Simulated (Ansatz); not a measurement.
Here is an Ansatz 0.2.0 calculation.

The input input.yaml:

```yaml
crystal:
  lattice:
    - [-1.89227, 2.67212, 12.28423]
    - [1.89227, -2.67212, 12.28423]
    - [1.89227, 2.67212, -12.28423]
  atoms:
    - { symbol: Hf, position: [0.92095, 0.92095, 0.0] }
    - { symbol: Hf, position: [0.07905, 0.07905, 0.0] }
    - { symbol: Pd, position: [0.68332, 0.68332, 0.0] }
    - { symbol: Pd, position: [0.31668, 0.31668, 0.0] }
    - { symbol: Se, position: [0.61777, 0.11777, 0.5] }
    - { symbol: Se, position: [0.38223, 0.88223, 0.5] }
    - { symbol: Br, position: [0.7866, 0.7866, 0.0] }
    - { symbol: Br, position: [0.2134, 0.2134, 0.0] }
    - { symbol: O, position: [0.90121, 0.40121, 0.5] }
    - { symbol: O, position: [0.09879, 0.59879, 0.5] }
    - { symbol: O, position: [0.0, 0.0, 0.0] }
hamiltonian:
  xc: pbe
  pseudopotentials: { kind: paw }
  hubbard:
    sites:
      - { species: Hf, l: d, u_eff: 4.0 }
      - { species: Pd, l: d, u_eff: 4.0 }
kpoints:
  mp_grid: { grid: [9, 9, 9] }
scf:
  occupations: { method: fermi_dirac, width: 0.05 }
  n_extra_bands: 27
output:
  forces: true
  stress: true
  eigenvalues: true
  dos: { projected: true, de: 0.05, nscf_kmesh: { grid: [14, 14, 14] } }
```

Potentials or basis: Ansatz PAW.

The run is started by

```bash
$ ansatz run input.yaml --threads 8 --pin off --max-ram 20480MiB --backend cpu --events-out ev --progress --plain --runs-dir out
```

Question: What does it give for the pressure?

Answer: 1.7 GPa.

Question: What does it give for the density of states at the Fermi level?

Answer: 5.58 states/eV per cell.

Question: Predict the largest force.

Answer: 0.195 eV/Å.

Forces on the atoms (eV/Å):
```
Hf   0.000  0.000 -0.195
Hf   0.000  0.000  0.195
Pd   0.000  0.000 -0.056
Pd   0.000  0.000  0.056
Se   0.000  0.000 -0.005
Se   0.000  0.000  0.005
Br   0.000  0.000  0.063
Br   0.000  0.000 -0.063
O    0.000  0.000 -0.065
O    0.000  0.000  0.065
O    0.000  0.000  0.000
```

Caveat: U without spin polarisation on a metal has little footing. Spin-orbit coupling is left out, which matters for the levels of Hf.
